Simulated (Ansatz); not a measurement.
# Al2GaP3: the cost of one run

Program: Ansatz 0.2.0. Level of theory: DFT PBE, scalar-relativistic, plane waves, PAW. These are calculated values, not measurements.

## 1. The system as given

The structure is trigonal, space group P31m (No. 157). The conventional cell has a = 6.446 Å, b = 6.446 Å, c = 6.108 Å, α = 90.00°, β = 90.00°, γ = 120.00°. Al (site symmetry 3m) is surrounded by 4 P at 2.28 to 2.29 Å. Around Al (site symmetry m) lie 4 P at 2.28 to 2.29 Å. Around Ga (site symmetry 3) lie 4 P at 2.28 to 2.29 Å. P (site symmetry 3) is surrounded by 3 Al at 2.28 Å and 1 Ga at 2.29 Å. Around P (site symmetry 3m) lie 4 Al at 2.28 to 2.29 Å. P (site symmetry m) is surrounded by 2 Al at 2.28 to 2.29 Å and 2 Ga at 2.28 Å.

As a file:

```xyz
12
Lattice="6.4457 0.0000 0.0000 -3.2228 5.5821 0.0000 0.0000 0.0000 6.1082" Properties=species:S:1:pos:R:3 pbc="T T T"
Al    0.0000    0.0000    0.0004
Al    2.1486    3.7214    3.0545
Al    2.1486    0.0000    3.0545
Al   -1.0743    1.8607    3.0545
Ga    0.0000    3.7214    0.0004
Ga    3.2228    1.8607    0.0004
P     0.0000    3.7214    2.2902
P     0.0000    0.0000    2.2902
P     3.2228    1.8607    2.2902
P     2.1486    3.7214    5.3443
P     2.1486    0.0000    5.3443
P    -1.0743    1.8607    5.3443
```

The start is an ordering of an alloy on its end members' structure types: elements ordered on the sites of the AlP type, Al/Ga on Al (P31m, No. 157).

## 2. Probe: one point on a coarse mesh

Contents of input.yaml:

```yaml
crystal:
  lattice:
    - [6.44566193, 0.0, 0.0]
    - [-3.22283097, 5.58210698, 0.0]
    - [0.0, 0.0, 6.10823889]
  atoms:
    - { symbol: Al, position: [0.0, 0.0, 6.9e-05] }
    - { symbol: Al, position: [0.66666667, 0.66666667, 0.500069] }
    - { symbol: Al, position: [0.33333333, 0.0, 0.500069] }
    - { symbol: Al, position: [0.0, 0.33333333, 0.500069] }
    - { symbol: Ga, position: [0.33333333, 0.66666667, 6.9e-05] }
    - { symbol: Ga, position: [0.66666667, 0.33333333, 6.9e-05] }
    - { symbol: P, position: [0.33333333, 0.66666667, 0.37493101] }
    - { symbol: P, position: [0.0, 0.0, 0.37493101] }
    - { symbol: P, position: [0.66666667, 0.33333333, 0.37493101] }
    - { symbol: P, position: [0.66666667, 0.66666667, 0.87493101] }
    - { symbol: P, position: [0.33333333, 0.0, 0.87493101] }
    - { symbol: P, position: [0.0, 0.33333333, 0.87493101] }
basis:
  ecutwfc: 420
kpoints:
  mp_grid: { grid: [3, 3, 4] }
hamiltonian:
  xc: pbe
scf:
  occupations: { method: gaussian, width: 0.1 }
  lower_state_search: "off"
output:
  forces: true
  stress: true
  eigenvalues: true
```

The run is started by

```
$ ansatz run input.yaml --threads 1 --pin off --max-ram 2560MiB --backend cpu --events-out ev --progress --plain --runs-dir out
```

**Question.** How long does this run take on 1 thread of Intel Xeon at 2.50GHz (Skylake/Cascade Lake), shared host, and how much memory does it need?

About 21 s, with a peak of 0.44 GiB.
